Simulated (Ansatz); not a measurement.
What does this script print? It uses Ansatz's Python interface.

The script, `c2h4fin_methods.py`:
```python
'''One geometry of C2H4FIn, method by method.'''

import ansatz as az
from ase import Atoms

atoms = Atoms(['F', 'In', 'C', 'C', 'H', 'H', 'H', 'H'], positions=[
    (-0.6415, -0.4951, 2.2393),
    (0.5666, -0.8726, 1.1905),
    (0.0549, 0.6325, 0.0992),
    (0.1542, -0.539, -0.842),
    (1.1204, 1.025, 0.185),
    (-0.5911, 1.4426, -0.2617),
    (0.2908, -0.2017, -1.8735),
    (-0.8622, -1.0488, -0.7924),
])
geometry = az.Crystal.molecule_from_ase(atoms)

setup = geometry.calculation().basis(gaussian='def2-SVP')

methods = ['mp2', 'ccsd', 'ccsd_t']
batch = az.Session.batch([setup.correlation(m).input() for m in methods])
reports = sorted(batch.plan().execute().molecular_reports, key=lambda each: each['member'])
print(f'Hartree-Fock reference {reports[0]["reference_energy_ev"] / 27.211386246:.6f} Ha')
best = reports[-1]['free_energy_ev'] - reports[-1]['reference_energy_ev']
for method, each in zip(methods, reports):
    gained = each['free_energy_ev'] - each['reference_energy_ev']
    print(f'{method:8s} total {each["free_energy_ev"] / 27.211386246:.6f} Ha  correlation {gained:9.4f} eV  ({100 * gained / best:.1f} % of the last)')
```

```console
$ python c2h4fin_methods.py
Hartree-Fock reference -366.265247 Ha
mp2      total -366.834983 Ha  correlation  -15.5033 eV  (91.6 % of the last)
ccsd     total -366.866252 Ha  correlation  -16.3542 eV  (96.6 % of the last)
ccsd_t   total -366.887251 Ha  correlation  -16.9256 eV  (100.0 % of the last)
```

Caveats:
- The settings weren't tested for convergence.
- The geometry is a force-field or estimated start, not a minimum of this method, and the basis set is short of its limit. A lower total doesn't mark the better method: functionals have no common bound, and MP2 and coupled cluster aren't variational.
- def2 sets replace the cores of elements past krypton by effective core potentials.
- Inner cores stay frozen; a filled d shell under the valence of the heavier atoms is correlated with it.
